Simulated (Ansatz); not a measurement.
# CH4GeSe: up Jacob's ladder to CCSD(T)

How much do the methods differ for CH4GeSe? The plan is to run it at one geometry with functionals of several rungs and with coupled cluster, and see how far each lands from CCSD(T) at the basis-set limit for the atomisation energy.

Computed with Ansatz 0.2.0, Gaussian basis. Level: functionals in def2-TZVPP, the program's frozen cores in correlated methods.

Levels to be run: LDA (SPW92), PBE-D4, revPBE-D4, BLYP-D4, r2SCAN-D4, B97M-V, PBE0-D4, B3LYP-D4, r2SCANh-D4, r2SCAN0-D4, HSE06-D4, BHLYP-D4, CAM-B3LYP-D4, LC-ωPBE, ωB97X-V, ωB97M-V, B2PLYP, PBE-QIDH; CCSD(T)/def2-SVP; CCSD(T)/def2-TZVPP; MP2/def2-QZVPP; extrapolation to the limit; RPA on PBE.

## (1) The relaxed structure

An earlier PBE0-D4 in a triple-zeta def2 set relaxation fixed the geometry.

SMILES `[GeH3][CH]=[Se]`, 7 atoms, charge 0, spin multiplicity 1.

Atoms are counted from 1 here; the program's logs count them from 0.

Bond lengths: Ge1–C2 1.953 Å, Ge1–H4 1.530 Å, Ge1–H5 1.539 Å, Ge1–H6 1.539 Å, C2–Se3 1.750 Å, C2–H7 1.091 Å. Angles: C2–Ge1–H4 108.8°, C2–Ge1–H5 108.9°, C2–Ge1–H6 108.6°, H4–Ge1–H5 111.2°, H4–Ge1–H6 111.0°, H5–Ge1–H6 108.3°, Ge1–C2–Se3 124.7°, Ge1–C2–H7 117.4°, Se3–C2–H7 118.0°.

## (2) LDA

This LDA is Slater exchange with PW92 correlation.

Contents of in.yaml:

```yaml
crystal:
  periodic: [false, false, false]
  atoms:
    - {symbol: Ge, position_ang: [-0.693619, 0.316495, -0.335208]}
    - {symbol: C, position_ang: [0.987547, -0.313353, 0.433946]}
    - {symbol: Se, position_ang: [1.369592, -1.991492, 0.751735]}
    - {symbol: H, position_ang: [-1.570025, -0.894647, -0.661547]}
    - {symbol: H, position_ang: [-0.385206, 1.136298, -1.600819]}
    - {symbol: H, position_ang: [-1.384786, 1.240478, 0.683284]}
    - {symbol: H, position_ang: [1.737897, 0.438121, 0.682909]}
basis:
  gaussian: {orbitals: def2-TZVPP}
hamiltonian: {xc: lda}
output: {orbitals: {seedname: orbitals}}
```

The run is started by

```console
$ ansatz run in.yaml --threads 2 --pin off --events-out ev --progress --plain --max-ram 4352MiB
```

Further steps of the session: PBE-D4 (GGA); revPBE-D4 (GGA); BLYP-D4 (GGA); r2SCAN-D4 (meta-GGA); B97M-V (meta-GGA); B3LYP-D4 (hybrid); r2SCANh-D4 (hybrid); r2SCAN0-D4 (hybrid); HSE06-D4 (hybrid); BHLYP-D4 (hybrid); CAM-B3LYP-D4 (range-separated); LC-ωPBE (range-separated); ωB97X-V (range-separated); ωB97M-V (range-separated); B2PLYP (double hybrid); PBE-QIDH (double hybrid); CCSD(T) in def2-SVP; CCSD(T) in def2-TZVPP; MP2 in def2-QZVPP; RPA on PBE orbitals.

Before running them: what should the planned runs give, taken together? Wanted: atomisation energy, CCSD(T)/CBS; farthest beyond LDA; mean size of error, GGA; mean size of error, meta-GGA; mean size of error, hybrid; mean size of error, range-separated; mean size of error, double hybrid; gap, smallest and largest; T1 diagnostic.

As calculated:

| quantity | value |
| --- | --- |
| atomisation energy, CCSD(T)/CBS | 21.271 eV |
| functionals within 0.213 eV (1.0 %) | PBE-D4, r2SCAN-D4, B97M-V, ωB97X-V |
| farthest beyond LDA | BHLYP-D4 (-0.942 eV) |
| mean size of error, GGA | 0.278 eV |
| mean size of error, meta-GGA | 0.078 eV |
| mean size of error, hybrid | 0.465 eV |
| mean size of error, range-separated | 0.405 eV |
| mean size of error, double hybrid | 0.432 eV |
| gap, smallest and largest | 1.29 eV (LDA (SPW92)), 8.16 eV (LC-ωPBE) |
| T1 diagnostic | 0.0138 |
| triples share of the correlation energy | 4.2 % |

In words: LDA overbinds by 3.029 eV (14 %). PBE-D4 misses by +0.069 eV. Double hybrids carry the basis error of their MP2 part in triple zeta, and no dispersion term here, so their miss is partly the set-up's. Taken by rung, meta-GGA functionals do best (0.078 eV on average) and hybrid ones worst beyond LDA (0.465 eV). The mean of the hybrids holds BHLYP, with half exact exchange. Misses under about 0.213 eV are within the doubt on the reference itself, which lacks core-valence correlation, relativity and higher excitations, and its outer-core shells are covered unevenly. All levels share the lack of spin-orbit coupling, which lowers the free heavy atoms and so the true binding. Hartree-Fock recovers 68 % of the binding; the rest is correlation. CCSD(T) in def2-SVP is off by -1.446 eV, so the small basis spoils what the method gains. The gap grows from 1.3 to 8.2 eV across the functionals, mostly with the share of exact exchange. The restricted reference is unstable towards a spin-broken one. Correlated methods include outer-core shells of Ge, Se, which these sets cover unevenly.
